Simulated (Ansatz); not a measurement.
**GeH3F + HBr: a complex and its separated parts**

Aim: how far the complex at one end of a reaction step lies below its separated, relaxed parts, level by level.

The runs use Ansatz 0.2.0, Gaussian basis; PBE0-D4/def2-TZVP structures, single points in def2-TZVPP, no counterpoise correction.

Levels: SPW92, PBE-D4, BLYP-D4, r2SCAN-D4, B97M-V, PBE0-D4, B3LYP-D4, r2SCAN0-D4, BHLYP-D4, CAM-B3LYP-D4, wB97X-V, wB97M-V, B2PLYP, PBE-QIDH, RPA on PBE, Hartree-Fock, MP2, CCSD, CCSD(T).

Correlated methods freeze the cores. Filled d shells of the heavier atoms are correlated. B3LYP uses VWN-RPA correlation. B2PLYP carries no dispersion term here.

20 further runs of the same task are left out: 20 set aside as unsound or not needed.

### Step 1. The system as given

The complex: 7 atoms, charge 0, spin multiplicity 1.

Atoms are counted from 1 here; the program's logs count them from 0.

Bond lengths: Ge1–F2 1.759 Å, Ge1–H3 1.530 Å, Ge1–H4 1.530 Å, Ge1–H5 1.531 Å, H6–Br7 1.432 Å. Angles: F2–Ge1–H3 105.5°, F2–Ge1–H4 105.5°, F2–Ge1–H5 105.0°, H3–Ge1–H4 113.3°, H3–Ge1–H5 113.3°, H4–Ge1–H5 113.3°.

As a file:

```xyz
7

Ge   -0.90214   -0.64053    0.18207
F     0.57852   -0.06077    0.93377
H    -0.45384   -1.41302   -1.06059
H    -1.71280    0.61550   -0.14530
H    -1.56202   -1.52775    1.24082
H     1.73827    1.10489   -0.06280
Br    2.31390    1.92168   -1.08807
```

Its parts: GeH3F holds atoms 1, 2, 3, 4, 5; HBr holds atoms 6, 7. Each part counts its atoms afresh in its own runs.

### Step 2. Relaxing GeH3F alone

File relax-a/in.yaml:

```yaml
crystal:
  periodic: [false, false, false]
  atoms:
    - {symbol: Ge, position_ang: [-0.902137, -0.640534, 0.182073]}
    - {symbol: F, position_ang: [0.578518, -0.060766, 0.933770]}
    - {symbol: H, position_ang: [-0.453842, -1.413025, -1.060586]}
    - {symbol: H, position_ang: [-1.712795, 0.615503, -0.145301]}
    - {symbol: H, position_ang: [-1.562016, -1.527747, 1.240815]}
basis:
  gaussian: {orbitals: def2-TZVP}
hamiltonian: {xc: pbe0, dispersion: d4}
relax: {f_tol: 0.005, max_steps: 200}
```

The command line of these runs was not kept.

Output (excerpt; [...] marks lines left out):

```text
Functional definition: PBE0
  name "PBE0"
  cite "Adamo & Barone, J. Chem. Phys. 110, 6158 (1999) doi:10.1063/1.478522"
  cite "Perdew, Burke & Ernzerhof, Phys. Rev. Lett. 77, 3865 (1996) doi:10.1103/PhysRevLett.77.3865"
  parent pbe
[...]
689 factors; their error is unknown
[...]
mean field -59276.02554236 eV, -2178.3537599486 hartree, gradient 2.7e-6 eV, S^2 0.000000; 0 other end points of the search recorded, 0 dependent functions left out
[...]
reference -59276.02556579 eV, -2178.3537608094 hartree; 22, 22 occupied and 75, 75 virtual orbitals, 689 factors
relax step   1: F+E_penalty+E_count = -59276.06560359 eV  Δ(F+E_penalty+E_count) = +0.000e0 eV  max|allowed force component| = 4.757e-1 eV/Å  Δτ_max = 0.0000 Å  (24 SCF iters, accepted)
[...]
relax step   3: F+E_penalty+E_count = -59276.07010058 eV  Δ(F+E_penalty+E_count) = -8.677e-6 eV  max|allowed force component| = 2.001e-1 eV/Å  Δτ_max = 0.0163 Å  (27 SCF iters, accepted)
[...]
relax step   4: F+E_penalty+E_count = -59276.07124734 eV  Δ(F+E_penalty+E_count) = -1.147e-3 eV  max|allowed force component| = 1.620e-3 eV/Å  Δτ_max = 0.0099 Å  (27 SCF iters, accepted)
689 factors; their error is unknown
mean field -59276.03112745 eV, -2178.3539651969 hartree, gradient 2.0e-5 eV, S^2 0.000000; 1 other end points of the search recorded, 0 dependent functions left out
[...]
reference -59276.03115088 eV, -2178.3539660578 hartree; 22, 22 occupied and 75, 75 virtual orbitals, 689 factors
Total energy: -59276.07127077 eV, -2178.3554404365 hartree
Atom 0 at    -0.887008    -0.635313     0.191341 Å, force    -0.001504    -0.001620     0.001538 eV/Å
Atom 1 at     0.580608    -0.058316     0.931232 Å, force     0.000729     0.000812    -0.000810 eV/Å
Atom 2 at    -0.460366    -1.413428    -1.058971 Å, force     0.000265     0.001458    -0.000291 eV/Å
Atom 3 at    -1.715885     0.609599    -0.146175 Å, force     0.001168     0.000001    -0.000959 eV/Å
Atom 4 at    -1.569621    -1.529111     1.233344 Å, force    -0.000659    -0.000651     0.000521 eV/Å
Dipole moment:    -0.372490    -0.146333    -0.188041 e Å
```

It took 3.8 s on 4 threads, shared host; peak memory 0.16 GiB.

The steps of the relaxation:

```tsv
step	energy from step 1 (eV)	largest force component (eV/Å)
1	0.0000	0.4757
2	-0.0045	0.2083
3	-0.0045	0.2001
4	-0.0056	0.0016
```

Distances of close pairs at the start and the end, largest changes first:

```tsv
bond	before (Å)	after (Å)	change (Å)
Ge1–F2	1.759	1.742	-0.017
Ge1–H3	1.530	1.533	+0.003
Ge1–H4	1.530	1.533	+0.003
Ge1–H5	1.531	1.533	+0.002
```

### Step 3. Relaxing HBr alone

File relax-b/in.yaml:

```yaml
crystal:
  periodic: [false, false, false]
  atoms:
    - {symbol: H, position_ang: [1.738268, 1.104895, -0.062805]}
    - {symbol: Br, position_ang: [2.313904, 1.921675, -1.088068]}
basis:
  gaussian: {orbitals: def2-TZVP}
hamiltonian: {xc: pbe0, dispersion: d4}
relax: {f_tol: 0.005, max_steps: 200}
```

Output (excerpt; [...] marks lines left out):

```text
Functional definition: PBE0
  name "PBE0"
  cite "Adamo & Barone, J. Chem. Phys. 110, 6158 (1999) doi:10.1063/1.478522"
  cite "Perdew, Burke & Ernzerhof, Phys. Rev. Lett. 77, 3865 (1996) doi:10.1103/PhysRevLett.77.3865"
  parent pbe
[...]
457 factors; their error is unknown
[...]
mean field -70054.57120005 eV, -2574.4580069082 hartree, gradient 2.3e-5 eV, S^2 0.000000; 0 other end points of the search recorded, 0 dependent functions left out
[...]
reference -70054.57121734 eV, -2574.4580075435 hartree; 18, 18 occupied and 36, 36 virtual orbitals, 457 factors
relax step   1: F+E_penalty+E_count = -70054.57672306 eV  Δ(F+E_penalty+E_count) = +0.000e0 eV  max|allowed force component| = 2.016e-1 eV/Å  Δτ_max = 0.0000 Å  (23 SCF iters, accepted)
[...]
relax step   2: F+E_penalty+E_count = -70054.57825590 eV  Δ(F+E_penalty+E_count) = -1.533e-3 eV  max|allowed force component| = 3.479e-2 eV/Å  Δτ_max = 0.0046 Å  (29 SCF iters, accepted)
[...]
relax step   3: F+E_penalty+E_count = -70054.57830147 eV  Δ(F+E_penalty+E_count) = -4.557e-5 eV  max|allowed force component| = 3.293e-4 eV/Å  Δτ_max = 0.0009 Å  (29 SCF iters, accepted)
457 factors; their error is unknown
[...]
mean field -70054.57278216 eV, -2574.4580650495 hartree, gradient 9.1e-6 eV, S^2 0.000000; 1 other end points of the search recorded, 0 dependent functions left out
[...]
reference -70054.57279944 eV, -2574.4580656844 hartree; 18, 18 occupied and 36, 36 virtual orbitals, 457 factors
Total energy: -70054.57831875 eV, -2574.4582685154 hartree
Atom 0 at     1.740505     1.108070    -0.066790 Å, force    -0.000185    -0.000262     0.000329 eV/Å
Atom 1 at     2.311667     1.918500    -1.084083 Å, force     0.000185     0.000262    -0.000329 eV/Å
Dipole moment:    -0.079747    -0.113154     0.142036 e Å
```

Run time: 1.3 s. Hardware: 4 threads, shared host; peak memory 0.1 GiB.

The steps of the relaxation:

```tsv
step	energy from step 1 (eV)	largest force component (eV/Å)
1	0.0000	0.2016
2	-0.0015	0.0348
3	-0.0016	0.0003
```

The bond:

```tsv
bond	before (Å)	after (Å)	change (Å)
H1–Br2	1.432	1.421	-0.011
```

### Step 4. wB97M-V/def2-TZVPP

File parta/in.yaml:

```yaml
crystal:
  periodic: [false, false, false]
  atoms:
    - {symbol: Ge, position_ang: [-0.887008, -0.635313, 0.191341]}
    - {symbol: F, position_ang: [0.580608, -0.058316, 0.931232]}
    - {symbol: H, position_ang: [-0.460366, -1.413428, -1.058971]}
    - {symbol: H, position_ang: [-1.715885, 0.609599, -0.146175]}
    - {symbol: H, position_ang: [-1.569621, -1.529111, 1.233344]}
basis:
  gaussian: {orbitals: def2-TZVPP}
hamiltonian: {xc: {name: wB97M-V}}
```

File partb/in.yaml:

```yaml
crystal:
  periodic: [false, false, false]
  atoms:
    - {symbol: H, position_ang: [1.740505, 1.108070, -0.066790]}
    - {symbol: Br, position_ang: [2.311667, 1.918500, -1.084083]}
basis:
  gaussian: {orbitals: def2-TZVPP}
hamiltonian: {xc: {name: wB97M-V}}
```

Output in parta (excerpt; [...] marks lines left out):

```text
Functional definition: wB97M-V
  name "wB97M-V"
  cite "Mardirossian & Head-Gordon, J. Chem. Phys. 144, 214110 (2016) doi:10.1063/1.4952647"
  cite "Becke, J. Chem. Phys. 107, 8554 (1997) doi:10.1063/1.475007"
  cite "Vydrov & Van Voorhis, J. Chem. Phys. 133, 244103 (2010) doi:10.1063/1.3521275"
  # Of w^i u^j: cxij and so on, Table III.
[...]
  gx(w, u) = 1 - cx + cx01*u + cx10*w
  gss(w, u) = css00 + css04*u^4 + css10*w + css20*w^2 + css43*w^4*u^3
  gos(w, u) = cos00 + cos10*w + (cos20 + cos21*u)*w^2 + (cos60 + cos61*u)*w^6
[...]
      + integral(e_c_pw_mod_opposite_spin*gos(b97_w_opposite, b97_u_opposite)) + vv10(b, c)
719 factors; their error is unknown
154 factors; integrals over basis functions are off by at most 6.1e-6 eV
[...]
mean field -59281.74906490 eV, -2178.5640955222 hartree, gradient 3.9e-5 eV, S^2 0.000000; 0 other end points of the search recorded, 0 dependent functions left out
reference -59281.74910052 eV, -2178.5640968313 hartree; 22, 22 occupied and 99, 99 virtual orbitals, 719 factors
Total energy: -59281.74910052 eV, -2178.5640968313 hartree
```

Output in partb (excerpt; [...] marks lines left out):

```text
Functional definition: wB97M-V
  name "wB97M-V"
  cite "Mardirossian & Head-Gordon, J. Chem. Phys. 144, 214110 (2016) doi:10.1063/1.4952647"
  cite "Becke, J. Chem. Phys. 107, 8554 (1997) doi:10.1063/1.475007"
  cite "Vydrov & Van Voorhis, J. Chem. Phys. 133, 244103 (2010) doi:10.1063/1.3521275"
  # Of w^i u^j: cxij and so on, Table III.
[...]
  gx(w, u) = 1 - cx + cx01*u + cx10*w
  gss(w, u) = css00 + css04*u^4 + css10*w + css20*w^2 + css43*w^4*u^3
  gos(w, u) = cos00 + cos10*w + (cos20 + cos21*u)*w^2 + (cos60 + cos61*u)*w^6
[...]
      + integral(e_c_pw_mod_opposite_spin*gos(b97_w_opposite, b97_u_opposite)) + vv10(b, c)
467 factors; their error is unknown
72 factors; integrals over basis functions are off by at most 1.1e-4 eV
[...]
mean field -70058.67557330 eV, -2574.6088398429 hartree, gradient 8.6e-6 eV, S^2 0.000000; 0 other end points of the search recorded, 0 dependent functions left out
reference -70058.67559911 eV, -2574.6088407912 hartree; 18, 18 occupied and 44, 44 virtual orbitals, 467 factors
Total energy: -70058.67559911 eV, -2574.6088407912 hartree
```

Wall times: 2.5 s (parta), 0.86 s (partb) on 4 threads, shared host; peak memory 0.25 GiB.

### Step 5. CCSD(T)/def2-TZVPP

Each input of step 4 (parta, partb) changes in the same lines:

```diff
-hamiltonian: {xc: {name: wB97M-V}}
+correlation: {method: ccsd_t}
```

Log of parta (excerpt; [...] marks lines left out):

```text
Functional definition: HF
  name "HF"
  cite "Fock, Z. Phys. 61, 126 (1930) doi:10.1007/BF01340294"
  parent pbe
[...]
750 factors; integrals over basis functions are off by at most 8.0e-4 eV
[...]
mean field -59228.98347134 eV, -2176.6249957249 hartree, gradient 2.4e-6 eV, S^2 0.000000; 0 other end points of the search recorded, 0 dependent functions left out
10 core orbitals not correlated: weight in the atoms' cores, before any rotation towards them, 1.000 or more for the frozen orbitals, at most 0.000 for the correlated occupied ones
reference -59228.98347134 eV, -2176.6249957249 hartree; 12, 12 occupied and 99, 99 virtual orbitals, 750 factors
second order -14.06911731 eV of doubles, -0.00000000 eV of singles
cycle   1  -13.93185363 eV  change    1.4e-1 eV  update   8.9e-2
[...]
cycle   9  -14.41094327 eV  change   -1.0e-5 eV  update   1.1e-5
perturbative correction -0.41887397 eV, -0.0153933344 hartree
Total energy: -59243.81328858 eV, -2177.1699814563 hartree
```

Output in partb (excerpt; [...] marks lines left out):

```text
Functional definition: HF
  name "HF"
  cite "Fock, Z. Phys. 61, 126 (1930) doi:10.1007/BF01340294"
  parent pbe
[...]
399 factors; integrals over basis functions are off by at most 1.5e-3 eV
[...]
mean field -70014.93832483 eV, -2573.0015256079 hartree, gradient 1.4e-6 eV, S^2 0.000000; 0 other end points of the search recorded, 0 dependent functions left out
9 core orbitals not correlated: weight in the atoms' cores, before any rotation towards them, 1.000 or more for the frozen orbitals, at most 0.000 for the correlated occupied ones
reference -70014.93832483 eV, -2573.0015256079 hartree; 9, 9 occupied and 44, 44 virtual orbitals, 399 factors
second order -7.83906878 eV of doubles, -0.00000000 eV of singles
cycle   1  -7.92765133 eV  change   -8.9e-2 eV  update   4.5e-2
[...]
cycle   7  -8.11359591 eV  change   -4.7e-6 eV  update   1.2e-5
perturbative correction -0.24160140 eV, -0.0088786878 hartree
Total energy: -70023.29352215 eV, -2573.3085734460 hartree
```

Wall times: 6 s (parta), 0.47 s (partb) on 4 threads, shared host; peak memory 0.55 GiB.

### Step 6. Vibrations of GeH3F

File vib-parta/in.yaml:

```yaml
crystal:
  periodic: [false, false, false]
  atoms:
    - {symbol: Ge, position_ang: [-0.887008, -0.635313, 0.191341]}
    - {symbol: F, position_ang: [0.580608, -0.058316, 0.931232]}
    - {symbol: H, position_ang: [-0.460366, -1.413428, -1.058971]}
    - {symbol: H, position_ang: [-1.715885, 0.609599, -0.146175]}
    - {symbol: H, position_ang: [-1.569621, -1.529111, 1.233344]}
basis:
  gaussian: {orbitals: def2-TZVP}
hamiltonian: {xc: pbe0, dispersion: d4}
phonons: {temperatures: {t_min: 298.15, t_max: 900, t_step: 200}}
```

Output (excerpt; [...] marks lines left out):

```text
Functional definition: PBE0
  name "PBE0"
  cite "Adamo & Barone, J. Chem. Phys. 110, 6158 (1999) doi:10.1063/1.478522"
  cite "Perdew, Burke & Ernzerhof, Phys. Rev. Lett. 77, 3865 (1996) doi:10.1103/PhysRevLett.77.3865"
  parent pbe
[...]
689 factors; their error is unknown
[...]
mean field -59276.03112745 eV, -2178.3539651967 hartree, gradient 7.2e-5 eV, S^2 0.000000; 0 other end points of the search recorded, 0 dependent functions left out
[...]
reference -59276.03115087 eV, -2178.3539660576 hartree; 22, 22 occupied and 75, 75 virtual orbitals, 689 factors
[... from here to the last solve, the lines of the solves are left out (29 solves) ...]
689 factors; their error is unknown
[...]
mean field -59276.03109692 eV, -2178.3539640748 hartree, gradient 9.6e-7 eV, S^2 0.000000; 0 other end points of the search recorded, 0 dependent functions left out
[...]
reference -59276.03112034 eV, -2178.3539649356 hartree; 22, 22 occupied and 75, 75 virtual orbitals, 689 factors
Total energy: -59276.07127076 eV, -2178.3554404362 hartree
Atom 0 at    -0.887008    -0.635313     0.191341 Å, force    -0.001486    -0.001599     0.001533 eV/Å
Atom 1 at     0.580608    -0.058316     0.931232 Å, force     0.000719     0.000806    -0.000812 eV/Å
Atom 2 at    -0.460366    -1.413428    -1.058971 Å, force     0.000266     0.001453    -0.000296 eV/Å
Atom 3 at    -1.715885     0.609599    -0.146175 Å, force     0.001166     0.000001    -0.000959 eV/Å
Atom 4 at    -1.569621    -1.529111     1.233344 Å, force    -0.000665    -0.000661     0.000534 eV/Å
Dipole moment:    -0.372490    -0.146333    -0.188040 e Å
Vibrations: 635.88 635.93 699.17 870.40 870.63 872.79 2179.18 2188.65 2188.75 cm⁻¹, zero-point energy 0.690678 eV
```

It took 16 s on 4 threads, shared host; peak memory 0.16 GiB.

The modes, with what each moves most:

```tsv
mode	wavenumber (cm⁻¹)	character
1	636	bend
2	636	bend
3	699	Ge–F stretch
4	870	bend
5	871	bend
6	873	bend
7	2179	Ge–H stretch
8	2189	Ge–H stretch
9	2189	Ge–H stretch
```

Vibrational sums (real modes only):

```tsv
T (K)	entropy (J/mol/K)	heat capacity (J/mol/K)
298	6.5	18.3
498	20.4	35.5
698	34.2	46.4
898	46.9	53.8
```

### Step 7. Vibrations of HBr

File vib-partb/in.yaml:

```yaml
crystal:
  periodic: [false, false, false]
  atoms:
    - {symbol: H, position_ang: [1.740505, 1.108070, -0.066790]}
    - {symbol: Br, position_ang: [2.311667, 1.918500, -1.084083]}
basis:
  gaussian: {orbitals: def2-TZVP}
hamiltonian: {xc: pbe0, dispersion: d4}
phonons: {temperatures: {t_min: 298.15, t_max: 900, t_step: 200}}
```

Output (excerpt; [...] marks lines left out):

```text
Functional definition: PBE0
  name "PBE0"
  cite "Adamo & Barone, J. Chem. Phys. 110, 6158 (1999) doi:10.1063/1.478522"
  cite "Perdew, Burke & Ernzerhof, Phys. Rev. Lett. 77, 3865 (1996) doi:10.1103/PhysRevLett.77.3865"
  parent pbe
[...]
457 factors; their error is unknown
[...]
mean field -70054.57278216 eV, -2574.4580650495 hartree, gradient 2.1e-5 eV, S^2 0.000000; 0 other end points of the search recorded, 0 dependent functions left out
[...]
reference -70054.57279944 eV, -2574.4580656844 hartree; 18, 18 occupied and 36, 36 virtual orbitals, 457 factors
[...]
457 factors; their error is unknown
[...]
mean field -70054.57278216 eV, -2574.4580650495 hartree, gradient 1.2e-6 eV, S^2 0.000000; 0 other end points of the search recorded, 0 dependent functions left out
[...]
reference -70054.57279944 eV, -2574.4580656844 hartree; 18, 18 occupied and 36, 36 virtual orbitals, 457 factors
[...]
457 factors; their error is unknown
[...]
mean field -70054.57270013 eV, -2574.4580620349 hartree, gradient 1.2e-6 eV, S^2 0.000000; 0 other end points of the search recorded, 0 dependent functions left out
[...]
reference -70054.57271740 eV, -2574.4580626697 hartree; 18, 18 occupied and 36, 36 virtual orbitals, 457 factors
[...]
457 factors; their error is unknown
mean field -70054.57270139 eV, -2574.4580620812 hartree, gradient 1.2e-6 eV, S^2 0.000000; 0 other end points of the search recorded, 0 dependent functions left out
[...]
reference -70054.57271867 eV, -2574.4580627162 hartree; 18, 18 occupied and 36, 36 virtual orbitals, 457 factors
Total energy: -70054.57831875 eV, -2574.4582685154 hartree
Atom 0 at     1.740505     1.108070    -0.066790 Å, force    -0.000181    -0.000256     0.000322 eV/Å
Atom 1 at     2.311667     1.918500    -1.084083 Å, force     0.000181     0.000256    -0.000322 eV/Å
Dipole moment:    -0.079747    -0.113154     0.142037 e Å
Vibrations: 2667.58 cm⁻¹, zero-point energy 0.165369 eV
```

It took 2.8 s on 4 threads, shared host; peak memory 0.1 GiB.

Wavenumbers and character of the modes:

```tsv
mode	wavenumber (cm⁻¹)	character
1	2668	Br–H stretch
```

Vibrational sums (real modes only):

```tsv
T (K)	entropy (J/mol/K)	heat capacity (J/mol/K)
298	0.0	0.0
498	0.0	0.2
698	0.2	1.0
898	0.6	2.2
```

### Step 8. Complex less separated parts

The complex's own energies come from single points at the same levels. Levels not printed above were run the same way.

Rows are in def2-TZVPP; times add the 3 runs of a level on a shared host, so small differences are noise.

Differences are taken before rounding.

```tsv
method	rung	complex less parts (kcal/mol)	from CCSD(T) (kcal/mol)	time
SPW92	LDA	-6.8	-3.0	1.4 s
PBE-D4	GGA	-4.8	-1.0	2.2 s
BLYP-D4	GGA	-4.6	-0.8	2.3 s
r2SCAN-D4	meta-GGA	-4.3	-0.5	4.6 s
B97M-V	meta-GGA	-4.0	-0.1	9 s
PBE0-D4	hybrid	-4.4	-0.6	3 s
B3LYP-D4	hybrid	-4.5	-0.7	3.3 s
r2SCAN0-D4	hybrid	-4.2	-0.4	5.7 s
BHLYP-D4	hybrid	-4.5	-0.7	2.8 s
CAM-B3LYP-D4	range-separated hybrid	-4.7	-0.9	3.5 s
wB97X-V	range-separated hybrid	-4.1	-0.2	7.5 s
wB97M-V	range-separated hybrid	-4.1	-0.3	9.3 s
B2PLYP	double hybrid	-3.6	+0.3	5.2 s
PBE-QIDH	double hybrid	-3.7	+0.1	5.3 s
RPA on PBE	RPA	-3.1	+0.7	4.6 s
Hartree-Fock	wavefunction	-1.4	+2.4	
MP2	wavefunction	-4.2	-0.4	
CCSD	wavefunction	-3.4	+0.4	
CCSD(T)	wavefunction	-3.8	0	74 s
```

Among the levels timed on like hardware and quicker than the yardstick, those that no quicker one beats, quickest first: SPW92 (1.4 s, -3.0 kcal/mol); PBE-D4 (2.2 s, -1.0 kcal/mol); BLYP-D4 (2.3 s, -0.8 kcal/mol); BHLYP-D4 (2.8 s, -0.7 kcal/mol); PBE0-D4 (3 s, -0.6 kcal/mol); r2SCAN-D4 (4.6 s, -0.5 kcal/mol); B2PLYP (5.2 s, +0.3 kcal/mol); PBE-QIDH (5.3 s, +0.1 kcal/mol).

PBE-QIDH reaches 0.1 kcal/mol from the reference in 5.3 s, where CCSD(T) took 74 s; the quickest level in the cost chart, SPW92, takes 1.4 s and misses by 3.0 kcal/mol.

The complex's zero-point energy, from a separate PBE0-D4 run, is 0.898 eV.

### Step 9. Summary of results

| quantity | value |
| --- | --- |
| complex less parts, CCSD(T)/def2-TZVPP | -3.8 kcal/mol |
| with zero-point energy | -2.8 kcal/mol |
| largest T1 diagnostic | 0.012 |

At CCSD(T) the complex lies 3.8 kcal/mol below its parts. Among the functionals PBE-QIDH lands nearest to CCSD(T) (+0.1 kcal/mol) and SPW92 farthest (-3.0 kcal/mol). B97M-V is as near within the digits shown. By rung, the mean size of the error is: LDA 3.0, GGA 0.9, meta-GGA 0.3, hybrid 0.6, range-separated hybrid 0.5, double hybrid 0.2 kcal/mol. PBE-D4 gives a relative energy 1.0 kcal/mol too low, outside chemical accuracy (1 kcal/mol). The complex's frequency run has imaginary modes: the structure is no minimum, so both the energy and the zero-point correction are in doubt. No counterpoise was applied, and triple zeta lacks some correlation, so the CCSD(T) reference has a basis error of its own, and close matches with it are partly luck.
